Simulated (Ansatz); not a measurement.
# SnSe: the cost of one run

Method: DFT r2SCAN, scalar-relativistic, plane waves, PAW, in Ansatz 0.2.0.

### 1 The system as given

The structure is tetragonal, space group P4/nmm (No. 129). The conventional cell has a = 4.285 Å, b = 4.285 Å, c = 10.991 Å, α = 90.00°, β = 90.00°, γ = 90.00°. Sn (site symmetry 4mm) has 5 Se at 2.68 to 3.03 Å as nearest neighbours. Around Se (site symmetry 4mm) lie 5 Sn at 2.68 to 3.03 Å.

As a file:

```cif
data_structure
_symmetry_space_group_name_H-M 'P4/nmm:1'
_symmetry_Int_Tables_number 129
_cell_length_a 4.2853
_cell_length_b 4.2853
_cell_length_c 10.9907
_cell_angle_alpha 90.000
_cell_angle_beta 90.000
_cell_angle_gamma 90.000
_cell_volume 201.83
loop_
_atom_site_label
_atom_site_type_symbol
_atom_site_symmetry_multiplicity
_atom_site_Wyckoff_symbol
_atom_site_fract_x
_atom_site_fract_y
_atom_site_fract_z
_atom_site_occupancy
Sn1 Sn 2 c 0.50000 0.00000 0.37223 1
Se1 Se 2 c 0.50000 0.00000 0.61604 1
```

Source of the structure: the Materials Project (structure only).

### 2 Probe: one point at the start

input.yaml reads:

```yaml
crystal:
  lattice:
    - [4.2853274191, 0.0, 0.0]
    - [0.0, 4.2853274191, 0.0]
    - [0.0, 0.0, 10.99069213]
  atoms:
    - { symbol: Sn, position: [0.5, 0.0, 0.37222911] }
    - { symbol: Sn, position: [0.0, 0.5, 0.62777089] }
    - { symbol: Se, position: [0.5, 0.0, 0.61603949] }
    - { symbol: Se, position: [0.0, 0.5, 0.38396051] }
basis:
  ecutwfc: 350.0
kpoints:
  mp_grid: { grid: [4, 4, 2] }
hamiltonian:
  xc: r2scan
scf:
  occupations: { method: gaussian, width: 0.1 }
output:
  forces: true
  stress: true
  eigenvalues: true
```

Launch:

```sh
ansatz run input.yaml --threads 1 --pin off --max-ram 2560MiB --backend cpu --events-out ev --progress --plain --runs-dir out
```

Q: Estimate wall time and peak memory on 1 thread of Arm Neoverse V2, shared host.

About 8.1 s, with a peak of 0.58 GiB.
